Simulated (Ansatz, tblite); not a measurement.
**The cluster W2S4−: a ladder of methods and basis sets**

An exercise on one series of results from a longer session: the logs are not shown, and one member is left open.

Method: as each input shows; program: Ansatz 0.2.0, Gaussian basis.

Plan: GFN1-xTB, GFN2-xTB, PBE-D4/def2-TZVPD, r2SCAN-D4/def2-TZVPD, BHLYP-D4/def2-TZVPD, CAM-B3LYP-D4/def2-TZVPD, r2SCAN0-D4/def2-TZVPD, MP2/def2-TZVPD, RPA/def2-TZVPD.

1 further run of the same task is left out (set aside as unsound or not needed). Runs told in other sessions of the task aren't counted.

### The structure

The doublet was relaxed beforehand with PBE-D4/def2-SVPD. At that level it is the lowest of the isomers that a small search found.

6 atoms, charge -1, spin multiplicity 2.

Bond lengths: W1–S3 2.199 Å, W1–S4 2.378 Å, W1–S6 2.409 Å, W2–S4 2.378 Å, W2–S5 2.200 Å, W2–S6 2.412 Å. Angles: S3–W1–S4 120.3°, S3–W1–S6 132.4°, S4–W1–S6 99.8°, S4–W2–S5 120.2°, S4–W2–S6 99.8°, S5–W2–S6 132.6°, W1–S4–W2 59.0°, W1–S6–W2 58.2°.

W takes a core potential in the def2 sets. No spin-orbit coupling is included. The ion is computed in the gas phase, without counter-ions or solvent.

PBE0-D4/def2-TZVPD was run before; its log isn't repeated, and its numbers join the tables.

The first run:

Tight binding, by tblite at 300 K electronic temperature and without a spin-polarisation term:

```python
tblite.interface.Calculator('GFN1-xTB', numbers, positions, charge=-1, uhf=1).singlepoint()
```

Tight binding, by tblite at 300 K electronic temperature and without a spin-polarisation term:

```python
tblite.interface.Calculator('GFN2-xTB', numbers, positions, charge=-1, uhf=1).singlepoint()
```

start.molden holds the orbitals of an earlier run on this state, given as this run's starting guess.

The input, in.yaml:

```yaml
crystal:
  periodic: [false, false, false]
  atoms:
    - {symbol: W, position_ang: [1.177390, -0.294229, -0.069731]}
    - {symbol: W, position_ang: [-0.853679, 0.860657, 0.107205]}
    - {symbol: S, position_ang: [1.042532, -2.450902, -0.479342]}
    - {symbol: S, position_ang: [0.501944, 0.571418, 2.039292]}
    - {symbol: S, position_ang: [-2.682064, -0.334866, -0.149719]}
    - {symbol: S, position_ang: [0.813878, 1.647931, -1.447706]}
basis:
  gaussian: {orbitals: def2-TZVPD, initial_orbitals: start.molden}
total_charge: -1
magnetization: {spin_polarized: true, initial_magnetization: 1}
hamiltonian: {xc: pbe, dispersion: d4}
scf: {omitted_lower_state_checks: [starts]}
output: {forces: true, orbitals: {seedname: orbitals}}
```

Started as:

```bash
$ ansatz run in.yaml --threads 4 --pin off --events-out ev --progress --plain --max-ram 4787MiB
```

Among the steps run: PBE-D4/def2-TZVPD; r2SCAN-D4/def2-TZVPD; BHLYP-D4/def2-TZVPD; CAM-B3LYP-D4/def2-TZVPD; r2SCAN0-D4/def2-TZVPD; MP2/def2-TZVPD; RPA/def2-TZVPD.

One table of the session follows, with a row left open; its other results are not shown here.

It belongs to the step «Levels side by side». 

```
                  level  HOMO (eV)  gap (eV)
      PBE-D4/def2-TZVPD      -0.99      0.26
   r2SCAN-D4/def2-TZVPD          ?         ?
     PBE0-D4/def2-TZVPD      -1.89      1.86
  r2SCAN0-D4/def2-TZVPD      -2.15      2.17
    BHLYP-D4/def2-TZVPD      -2.78      3.58
CAM-B3LYP-D4/def2-TZVPD      -3.04      4.01
```

Q: Estimate the row for r2SCAN-D4/def2-TZVPD from the others.

The run gave: HOMO (eV): -1.17; gap (eV): 0.54. In the column «HOMO (eV)» it lies between PBE0-D4/def2-TZVPD (-1.89) and PBE-D4/def2-TZVPD (-0.99).
